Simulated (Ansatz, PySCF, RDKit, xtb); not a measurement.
# Solving CH4SeZn, step by step

Only the formula CH4SeZn is given. Aim: find the structure of lowest free energy at 400 K, then its properties.

The funnel: GFN2-xTB relaxations, single points with a density functional, relaxations at PBE0-D3(BJ)/pcseg-1, harmonic vibrations, and a last energy at a higher level. All values are calculated.

8 further runs of the same task are left out: 8 set aside as unsound or not needed.

## 1. Possible bonding patterns

A program enumerates the bonding patterns with one Lewis structure each (two rings at most, one unusual centre or charged pair), with their diastereomers. O–O, O–halogen and N–halogen bonds and N–N–N chains are not drawn. That gives 6 candidates.

```
label               SMILES     spin
 c190       [CH3][Zn][SeH]  singlet
 c383         C=[SeH][ZnH]  singlet
 c580      [ZnH][CH2][SeH]  singlet
 c885           C[Se][ZnH]  singlet
 c910       C=[Se+][ZnH2-]  singlet
 c947  [CH2]1[ZnH-][SeH+]1  singlet
```

Candidates are built by distance geometry, with a force field where one applies, in up to four conformers (letters a to d). 16 starts with atoms placed at random are added, to find patterns that the rules miss.

Q: Predict the outcome of this search (final energies at CCSD(T)/def2-TZVP).

| quantity | value |
| --- | --- |
| lowest structure found | [CH3][Zn][SeH], singlet, C1 |
| next finalist | C[Se][ZnH], singlet, 16.1 kcal/mol higher in G |
| share at equilibrium, among the finalists | 100.0 % |
| harmonic wavenumbers, lowest and highest (PBE0-D3(BJ)/pcseg-1) | 9 and 3170 cm⁻¹ |
| rotational constants, same geometry | 3.152, 0.04942, 0.04911 cm⁻¹ |
| dipole moment (PBE0/def2-TZVPD) | 1.68 D |
| HOMO energy (PBE0/def2-TZVPD) | -6.82 eV |
| LUMO energy (PBE0/def2-TZVPD) | -0.57 eV |
| HOMO–LUMO gap (PBE0/def2-TZVPD) | 6.25 eV |
| lowest excitation (TD-B3LYP/def2-SVPD) | 4.77 eV (f = 0.022) |
| strongest of the states computed, same level | 6.24 eV (f = 0.447) |
| lowest triplet excitation, same level, Tamm-Dancoff | 4.47 eV |
| vertical ionisation energy | 9.02 eV |
| vertical electron affinity | -0.52 eV (unbound: the value depends on the basis) |
| vertical triplet less singlet | +4.68 eV |

`[CH3][Zn][SeH]` comes out lowest. Among the finalists first place is clear (16.1 kcal/mol); structures outside the list aren't covered. r2SCAN-D4/def2-SVP, PBE0-D3(BJ)/pcseg-1, HF/def2-TZVP and MP2/def2-TZVP already put its bonding pattern lowest among the structures in one piece; GFN2-xTB favours the singlet [C]1[Zn][SeH4]1 ‡ (c910a, not a finalist); HF/STO-3G favours the singlet C[Se][ZnH] (c108, not a finalist). Lowest found is not proven lowest: the search is finite, and each finalist counts with one conformer. Patterns outside the rules of the enumeration were met only by chance.

‡ marks the bonded skeleton alone, with all bonds drawn single: no Lewis structure was assigned that passes a check against the bond lengths.
